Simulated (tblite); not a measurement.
# C4H7ClSi: the cost of one run

Computed with tblite 0.8.0 and PySCF 2.14.0, with density-fitted response routines of our own, on a single molecule in the gas phase. Atoms count from 0, in the outputs and in this text.

### 1 The starting structure

13 atoms, charge 0, multiplicity 1; geometry from: force field or distance geometry start.

Bonds of the start (Å): C0–Si1 1.85, Si1–C2 1.88, C2–C3 1.20, C3–C4 1.46, C4–Cl5 1.78, C0–H6 1.10, C0–H7 1.09, C0–H8 1.09, Si1–H9 1.50, Si1–H10 1.48, C4–H11 1.09, C4–H12 1.09.

### 2 Optimising the geometry with GFN2-xTB

Job settings and geometry (Å):

```
{"job": {"kind": "relax", "xc": "GFN2-xTB", "basis": "xTB"}, "charge": 0, "multiplicity": 1}
C     -1.829400    -1.734000     0.390300
Si    -1.506200     0.000300     0.951500
C      0.196900     0.595600     0.424700
C      1.273900     0.977500     0.058000
C      2.596800     1.420100    -0.357900
Cl     3.373600     0.117500    -1.285200
H     -2.827400    -2.062500     0.712000
H     -1.094500    -2.427300     0.798800
H     -1.798900    -1.804600    -0.699300
H     -1.597600     0.052200     2.446900
H     -2.546800     0.903900     0.420400
H      3.231800     1.661600     0.490500
H      2.523400     2.300300    -1.004200
```

Started as:

```bash
$ OMP_NUM_THREADS=1 python probes_run.py task.json out
```

The driver reads the jobs from task.json and runs them one after another.

**Question.** How long does this first job take on 1 thread of Intel Xeon at 2.50GHz, shared host, and how much memory does it need?

About 1 s, with a peak of 0.18 GiB.
